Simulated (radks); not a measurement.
# Co³⁺ in [Ar] 3d6: an all-electron calculation

Wanted: eigenvalues, radial structure and energy terms of the cobalt ion Co3+.

The numbers are computed with radks (a radial shooting solver on a logarithmic mesh, Libxc functionals) version 1 (scalar-relativistic Kohn-Sham, LDA (Slater exchange, VWN5 correlation), spin-polarised, spherical densities, finite nucleus; open shells are filled with parallel spins first), except any that are marked as measured or tabulated.

### 1 Starting point

- element: cobalt (Z = 27)
- charge: +3
- electrons: 24
- configuration: [Ar] 3d6
- nuclear rms radius: 3.7875 fm

Outer shells as boxes (Hund's rule):

Co³⁺
```
[Ar] core
3d [↑↓][↑ ][↑ ][↑ ][↑ ]
```

### 2 Self-consistent calculation

Settings of this run:

```text
Z 27
configuration [Ar] 3d6
relativity scalar-relativistic
functional lda,vwn5
spin polarised
nucleus finite rms 3.7875 fm
c 137.035999084
```

What does the calculation give?

As calculated:

```
                        quantity                      value
                    total energy        -1388.64177 hartree
exchange-correlation share of it                     4.04 %
                            −T/E                     1.0125
          highest occupied level        3d down, -42.852 eV
    most extended occupied level  3d down, <r> = 0.958 bohr
 radius at density 0.001 e/bohr³                  2.69 bohr
    maxima of the radial density                          3
         ionisation energy, NIST        51.3 (semi-emp.) eV
```

What this shows: 3 principal shells are occupied and 3 maxima appear in the radial density. −T/E is 1.013: with relativity the kinetic term as defined here no longer equals −E. The top level binds by 42.852 eV, 84 % of the NIST ionisation energy of 51.3 eV; the potential of a semilocal functional falls off too fast, so its top eigenvalue is too shallow. Open shells are spherical and high-spin; term and fine-structure splittings are not resolved.
